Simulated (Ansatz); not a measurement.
# PbTe: a single-point run

Aim: a sound single-point run of PbTe. The structure is shown as the input types it.

Computed with Ansatz 0.2.0 (density functional or hybrid calculation with the settings of its input, plane waves (as first typed), unless a step's input says otherwise).

### Step 1. The structure to begin with

The structure is cubic, space group Fm-3m (No. 225). Conventional cell: a = 6.536 Å, b = 6.536 Å, c = 6.536 Å, α = 90.00°, β = 90.00°, γ = 90.00°. Pb (site symmetry m-3m) has 6 Te at 3.27 Å in its first shell of neighbours. Te (site symmetry m-3m) has 6 Pb at 3.27 Å in its first shell of neighbours.

The input asks for a charge of +2 e on the cell.

Structure file:

```xyz
2
Lattice="0.0000 3.2678 3.2678 3.2678 0.0000 3.2678 3.2678 3.2678 0.0000" Properties=species:S:1:pos:R:3 pbc="T T T"
Pb    0.0000    0.0000    0.0000
Te    3.2678    3.2678    3.2678
```

### Step 2. Input and run

input.yaml reads:

```yaml
crystal:
  lattice:
    - [0.0, 3.2678368418, 3.2678368418]
    - [3.2678368418, 0.0, 3.2678368418]
    - [3.2678368418, 3.2678368418, 0.0]
  atoms:
    - { symbol: Pb, position: [0.0, 0.0, 0.0] }
    - { symbol: Te, position: [0.5, 0.5, 0.5] }
kpoints:
  mp_grid: { grid: [6, 6, 6] }
hamiltonian:
  xc: pbe
scf:
  occupations: { method: fixed }
  n_extra_bands: 4
  max_iter: 51
output:
  forces: true
  stress: true
  eigenvalues: true
total_charge: 2
```

On the command line:

```console
ansatz run input.yaml --threads 4 --pin off --max-ram 3686MiB --backend cpu --events-out ev --progress --plain --runs-dir out
```

Q: Will this input give a usable result? If not, why, and what should change?

The program finished normally, with warnings (band overlap at count, metallic iterate, unresolved pair at count). Its log warns: «a fill by count may have filled part of one level: at k-index 9 the highest filled band, 5.982185 eV, and the lowest empty band, 5.982185 eV, stand 7.105e-15 eV apart ...»

In the input, total_charge is 2. The typed charge changes the electron count, so this is no longer the system that was meant.

Run again and compare: delete total_charge (the default then holds).
